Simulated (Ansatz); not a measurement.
# CH₇B₂In: one species, many methods

An exercise on one series of results from a longer session: the logs are not shown, and one member is left open.

Method: functionals in def2-TZVPP, the program's frozen cores in correlated methods; program: Ansatz 0.2.0, Gaussian basis.

Levels to be run: LDA (SPW92), PBE-D4, revPBE-D4, BLYP-D4, r2SCAN-D4, B97M-V, PBE0-D4, B3LYP-D4, r2SCANh-D4, r2SCAN0-D4, HSE06-D4, BHLYP-D4, CAM-B3LYP-D4, LC-ωPBE, ωB97X-V, ωB97M-V, B2PLYP, PBE-QIDH; CCSD(T)/def2-SVP; CCSD(T)/def2-TZVPP; MP2/def2-QZVPP; extrapolation to the limit; RPA on PBE.

### The geometry

All runs share one geometry, relaxed beforehand with PBE0-D4 in a triple-zeta def2 set. In takes the def2 core potential; no spin-orbit term is included.

SMILES `BB[CH2][InH2]`, 11 atoms, charge 0, spin multiplicity 1.

Atoms are counted from 1 here; the program's logs count them from 0.

Bond lengths: B1–B2 1.660 Å, B1–H5 1.220 Å, B1–H6 1.197 Å, B2–C3 1.492 Å, B2–H7 1.213 Å, C3–In4 2.300 Å, C3–H8 1.089 Å, C3–H9 1.088 Å, In4–H10 1.713 Å, In4–H11 1.718 Å. Angles: B2–B1–H5 123.0°, B2–B1–H6 124.4°, H5–B1–H6 112.4°, B1–B2–C3 128.7°, B1–B2–H7 110.8°, C3–B2–H7 118.8°, B2–C3–In4 79.4°, B2–C3–H8 122.3°, B2–C3–H9 121.2°, In4–C3–H8 95.7°, In4–C3–H9 114.9°, H8–C3–H9 113.0°, C3–In4–H10 124.5°, C3–In4–H11 107.8°, H10–In4–H11 127.2°.

The first run:

Input file in.yaml:

```yaml
crystal:
  periodic: [false, false, false]
  atoms:
    - {symbol: B, position_ang: [-1.303278, 1.041126, -0.019585]}
    - {symbol: B, position_ang: [0.355367, 0.983357, -0.007671]}
    - {symbol: C, position_ang: [1.251108, 0.083583, 0.776475]}
    - {symbol: In, position_ang: [0.079970, -1.460321, -0.461636]}
    - {symbol: H, position_ang: [-1.994616, 0.168761, -0.518604]}
    - {symbol: H, position_ang: [-1.950641, 1.975076, 0.357539]}
    - {symbol: H, position_ang: [0.813186, 1.577566, -0.960665]}
    - {symbol: H, position_ang: [0.966014, -0.318531, 1.748029]}
    - {symbol: H, position_ang: [2.326703, 0.079469, 0.614579]}
    - {symbol: H, position_ang: [0.198360, -1.632657, -2.161991]}
    - {symbol: H, position_ang: [-0.742183, -2.497429, 0.633508]}
basis:
  gaussian: {orbitals: def2-TZVPP}
hamiltonian: {xc: lda}
output: {orbitals: {seedname: orbitals}}
```

On the command line:

```sh
> ansatz run in.yaml --threads 4 --pin off --events-out ev --progress --plain --max-ram 10444MiB
```

Steps of the session up to this table: LDA; PBE-D4 (GGA); revPBE-D4 (GGA); BLYP-D4 (GGA); r2SCAN-D4 (meta-GGA); B97M-V (meta-GGA); PBE0-D4 (hybrid); B3LYP-D4 (hybrid); r2SCANh-D4 (hybrid); r2SCAN0-D4 (hybrid); HSE06-D4 (hybrid); BHLYP-D4 (hybrid); CAM-B3LYP-D4 (range-separated); LC-ωPBE (range-separated); ωB97X-V (range-separated); ωB97M-V (range-separated); B2PLYP (double hybrid); PBE-QIDH (double hybrid).

One of the session's tables, all rows but one given; the rest of the session is left out.

It belongs to the step «Frontier levels by functional». 

| functional | HOMO (eV) | LUMO (eV) | gap (eV) |
| --- | --- | --- | --- |
| LDA (SPW92) | -6.61 | -3.22 | 3.39 |
| PBE-D4 | -6.46 | -2.95 | 3.52 |
| revPBE-D4 | -6.40 | -2.83 | 3.58 |
| BLYP-D4 | -6.30 | -2.78 | 3.52 |
| r2SCAN-D4 | ? | ? | ? |
| B97M-V | -6.69 | -2.74 | 3.94 |
| PBE0-D4 | -7.48 | -1.97 | 5.51 |
| B3LYP-D4 | -7.26 | -2.18 | 5.09 |
| r2SCANh-D4 | -7.02 | -2.27 | 4.75 |
| r2SCAN0-D4 | -7.60 | -1.78 | 5.82 |
| HSE06-D4 | -7.09 | -2.35 | 4.73 |
| BHLYP-D4 | -8.33 | -0.95 | 7.38 |
| CAM-B3LYP-D4 | -8.70 | -0.88 | 7.82 |
| LC-ωPBE | -10.02 | 0.28 | 10.30 |
| ωB97X-V | -9.67 | 0.16 | 9.83 |
| ωB97M-V | -9.58 | -0.10 | 9.47 |

Q: Estimate the row for r2SCAN-D4 from the others.

Worked estimate for «HOMO (eV)». Against the share of exact exchange, r2SCANh-D4 (0.1, -7.02), r2SCAN0-D4 (0.25, -7.60) give a slope of -3.87 per unit share; at 0 the line stands at -6.63.

**Answer.** HOMO (eV): -6.64; LUMO (eV): -2.61; gap (eV): 4.03. In «HOMO (eV)» the line misses by +0.01.
